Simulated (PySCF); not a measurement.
# C45H31BN2O2: the cost of one run

Computed with PySCF 2.14.0 and routines of our own; the level stands in each step. Atoms count from 0.

## 1. The starting structure

81 atoms, charge 0, multiplicity 1; geometry from: GFN2-xTB.

## 2. NMR shifts: GIAO LDA/3-21G

Job settings and geometry (Å):

```
{"job": {"kind": "nmr", "basis": "3-21G", "pop": false, "xc": "LDA"}, "charge": 0, "multiplicity": 1}
C     11.558722     0.189858    -1.132511
N     10.231954     0.203097    -0.577074
C      9.603231    -0.990840    -0.226333
C     10.294455    -2.185614    -0.098871
C      9.622870    -3.370612     0.183859
C      8.257124    -3.365049     0.357443
C      7.553960    -2.169691     0.268082
C      8.210836    -0.984401    -0.017113
N      7.526407     0.223504    -0.124004
C      6.108550     0.240051    -0.140311
C      5.365949     0.192700     1.034562
C      3.987267     0.206204     0.983183
C      3.316724     0.272584    -0.240403
C      1.870698     0.288035    -0.345745
C      1.010873    -0.143889     0.585870
C     -0.433036    -0.126705     0.458729
C     -1.201414    -0.963629     1.272221
C     -2.575569    -0.984316     1.173852
C     -3.236995    -0.161070     0.263518
C     -4.701404    -0.175289     0.164891
C     -5.324427    -0.088965    -1.077982
C     -6.710116    -0.118756    -1.159960
C     -7.506916    -0.201714    -0.007760
C     -6.855169    -0.271756     1.232589
C     -5.470675    -0.276282     1.320983
O     -7.552811    -0.344029     2.390395
C     -8.907707    -0.212836     2.421300
C     -9.448425    -0.164882     3.708906
C    -10.801566     0.010513     3.883677
C    -11.628529     0.150667     2.774796
C    -11.093601     0.083486     1.507955
C     -9.725694    -0.119437     1.278584
B     -9.026015    -0.220930    -0.098596
C     -9.551081    -0.342407    -1.549265
C    -10.875266    -0.587614    -1.937288
C    -11.254673    -0.673649    -3.257795
C    -10.306669    -0.507174    -4.261001
C     -8.989200    -0.290681    -3.928743
C     -8.605134    -0.226443    -2.586444
O     -7.266739    -0.060115    -2.393519
C     -2.474564     0.686202    -0.539402
C     -1.100313     0.704929    -0.444191
C      4.077230     0.341087    -1.409825
C      5.454899     0.318095    -1.363793
C      8.225642     1.424805    -0.048303
C      7.580116     2.620301     0.219704
C      8.294654     3.809992     0.287125
C      9.660216     3.799059     0.111912
C     10.320072     2.602409    -0.148728
C      9.617604     1.412127    -0.254729
H     12.343241     0.192562    -0.366177
H     11.686546     1.066200    -1.768739
H     11.676804    -0.699343    -1.752507
H     11.365456    -2.209753    -0.221906
H     10.183129    -4.290160     0.260664
H      7.725072    -4.280229     0.568377
H      6.483873    -2.164614     0.406716
H      5.879841     0.153467     1.984012
H      3.421999     0.188374     1.902218
H      1.490279     0.647365    -1.292888
H      1.384576    -0.585277     1.500621
H     -0.705407    -1.615834     1.977942
H     -3.146537    -1.659264     1.794214
H     -4.741854    -0.031256    -1.983932
H     -5.004347    -0.323387     2.292234
H     -8.778617    -0.251717     4.550847
H    -11.213761     0.054543     4.880580
H    -12.687094     0.316138     2.910853
H    -11.744999     0.211577     0.657951
H    -11.616910    -0.736273    -1.168762
H    -12.283703    -0.873409    -3.517737
H    -10.596489    -0.564356    -5.299455
H     -8.229397    -0.184048    -4.688052
H     -2.971632     1.356063    -1.225356
H     -0.537940     1.389863    -1.060857
H      3.572628     0.400033    -2.363399
H      6.035622     0.364475    -2.272801
H      6.510782     2.626239     0.364769
H      7.772189     4.733413     0.484521
H     10.229795     4.714212     0.173200
H     11.391213     2.613340    -0.270307
```

Method: GIAO LDA/3-21G NMR shielding, non-relativistic, gas phase.

The run is started by

```
OMP_NUM_THREADS=4 python large_run.py task.json out
```

One launch serves the whole session: the jobs run in the order shown.

**Question.** How long does this first job take on 4 threads of Arm Neoverse N1, shared host, and how much memory does it need?

About 44 s, with a peak of 1.6 GiB.
